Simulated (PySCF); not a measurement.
# C4H5FO2S: the cost of one run

Computed with PySCF 2.14.0, with density-fitted response routines of our own, on a single molecule, in the gas phase or a continuum. Atoms count from 0, in the outputs and in this text.

**1. The starting structure**

13 atoms, charge 0, multiplicity 1; geometry from: GFN2-xTB. The atoms were then displaced at random by about 0.01 Å, so the start is not that level's minimum.

Bonds of the start (Å): O0–S1 1.44, S1–O2 1.44, S1–C3 1.82, C3–C4 1.46, C4–C5 1.33, C5–F6 1.36, C5–C7 1.48, C7–S1 1.86, C3–H8 1.12, C3–H9 1.09, C4–H10 1.07, C7–H11 1.07, C7–H12 1.06.

**2. Relaxing the molecule at PBE0-D3(BJ)/def2-SVP**

The job: settings as JSON, then the geometry in Å.

```
{"job": {"xc": "PBE0", "basis": "def2-SVP", "d3": "d3bj", "grid": 1, "shake": 0.01, "kind": "geom"}, "charge": 0, "multiplicity": 1}
O     -0.512640     1.101820     1.914870
S     -0.595310     1.075200     0.479380
O     -1.245600     2.166120    -0.209390
C     -1.237300    -0.533900    -0.069950
C     -0.046760    -1.364800    -0.188130
C      1.097410    -0.687430    -0.246580
F      2.302020    -1.314780    -0.298520
C      1.111750     0.792000    -0.199710
H     -1.977480    -0.915690     0.684000
H     -1.771920    -0.359230    -1.006040
H     -0.098090    -2.437480    -0.153100
H      1.140500     1.262940    -1.164960
H      1.839240     1.198350     0.447810
```

Command:

```bash
$ OMP_NUM_THREADS=1 python probes_run.py task.json out
```

One launch serves the whole session: the jobs run in the order shown.

**Question.** How long does this first job take on 1 thread of Arm Neoverse V1, shared host, and how much memory does it need?

About 56 s, with a peak of 0.62 GiB.
